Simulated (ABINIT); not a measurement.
AlBN:

```xyz
3
Lattice="2.6456 0.0000 0.0000 0.0000 2.6456 0.0000 0.0000 0.0000 5.4026" Properties=species:S:1:pos:R:3 pbc="T T T"
Al    1.3228    1.3228    0.0000
B     1.3228    1.3228    2.7013
N     0.0000    0.0000    0.0000
```

The cell was built by a generator and needn't be a form met in nature.

```yaml
Program: ABINIT 10.8.3 (patched build)
Task: relaxation of cell and atoms
Functional: PBEsol
Potentials_or_basis: JTH PAW PBE v2.0
Cutoff: 707 eV
k_mesh: 8 × 8 × 4
Occupations: fermi-dirac, width 0.05 eV
Spin: no spin polarisation
```

At the start: pressure -2.0 GPa; volume 12.60 Å³/atom.

Where does the relaxation end?

Over 11 steps the energy falls by 11.4 meV/atom and the volume is 11.65 Å³/atom (-7.6 %); space group P4/mmm (No. 123, to 0.05 Å).

Step by step:
| step | energy change (eV) | largest force (eV/Å) | pressure (GPa) | volume (Å³) |
| --- | --- | --- | --- | --- |
| 1 | 0.0000 | 0.0000 | -1.98 | 37.81 |
| 2 | -0.0026 | 0.0000 | -1.31 | 37.59 |
| 3 | -0.0073 | 0.0000 | 0.44 | 36.90 |
| 4 | -0.0099 | 0.0000 | 0.94 | 36.57 |
| 5 | -0.0189 | 0.0000 | 1.69 | 35.64 |
| 6 | 0.0082 | 0.0000 | 5.86 | 32.88 |
| 7 | -0.0302 | 0.0000 | 0.81 | 35.21 |
| 8 | -0.0338 | 0.0000 | 0.56 | 34.93 |
| 9 | -0.0343 | 0.0000 | 0.26 | 34.87 |
| 10 | -0.0343 | 0.0000 | 0.09 | 34.93 |
| 11 | -0.0343 | 0.0000 | 0.00 | 34.96 |

Final structure:
```xyz
3
Lattice="2.6632 0.0000 0.0000 0.0000 2.6632 0.0000 0.0000 0.0000 4.9286" Properties=species:S:1:pos:R:3 pbc="T T T"
Al    1.3316    1.3316    0.0000
B     1.3316    1.3316    2.4643
N     0.0000    0.0000    0.0000
```

Caveat: the PAW data sets were made with another functional, which shifts forces and pressure a little.
